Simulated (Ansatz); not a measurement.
# InHBr radical: basis-set convergence

An exercise on one series of results from a longer session: the logs are not shown, and one member is left open.

Program: Ansatz 0.2.0, Gaussian basis. Level of theory: one geometry, several basis sets. These are calculated values, not measurements.

The runs, in order: PBE0-D4/def2-SVP; ωB97M-V/def2-SVP; PBE0-D4/def2-QZVPP; ωB97M-V/def2-QZVPP; the functionals' def2-TZVPP values are taken from earlier runs.

### Structure used throughout

An earlier PBE0-D4 in a triple-zeta def2 set relaxation fixed the geometry. In takes the def2 core potential; no spin-orbit term is included.

SMILES `[Br][InH]`, 3 atoms, charge 0, spin multiplicity 2.

Atoms are counted from 1 here; the program's logs count them from 0.

Bond lengths: Br1–In2 2.511 Å, In2–H3 1.772 Å. Angles: Br1–In2–H3 115.9°.

The first run:

in.yaml reads:

```yaml
crystal:
  periodic: [false, false, false]
  atoms:
    - {symbol: Br, position_ang: [1.752367, -0.309284, 0.917020]}
    - {symbol: In, position_ang: [-0.424622, -0.617753, -0.295299]}
    - {symbol: H, position_ang: [-1.338743, 0.862238, -0.635021]}
basis:
  gaussian: {orbitals: def2-SVP}
magnetization: {spin_polarized: true, initial_magnetization: 1}
hamiltonian: {xc: pbe0, dispersion: d4}
output: {orbitals: {seedname: orbitals}}
```

Steps of the session up to this table: PBE0-D4 in def2-SVP; ωB97M-V in def2-SVP; PBE0-D4 in def2-QZVPP; ωB97M-V in def2-QZVPP.

One of the session's tables, all rows but one given; the rest of the session is left out.

It belongs to the step «Density functionals: the series». 

```
functional       basis  HOMO (eV)  LUMO (eV)
   PBE0-D4    def2-SVP      -6.17      -3.38
   PBE0-D4  def2-TZVPP      -6.25      -3.45
   PBE0-D4  def2-QZVPP      -6.26      -3.46
   ωB97M-V    def2-SVP      -8.10      -1.75
   ωB97M-V  def2-TZVPP          ?          ?
   ωB97M-V  def2-QZVPP      -8.23      -1.90
```

**Question.** Estimate the row for ωB97M-V, def2-TZVPP.

As computed: HOMO (eV): -8.22; LUMO (eV): -1.87. In the column «HOMO (eV)» it lies between ωB97M-V, def2-QZVPP (-8.23) and ωB97M-V, def2-SVP (-8.10).
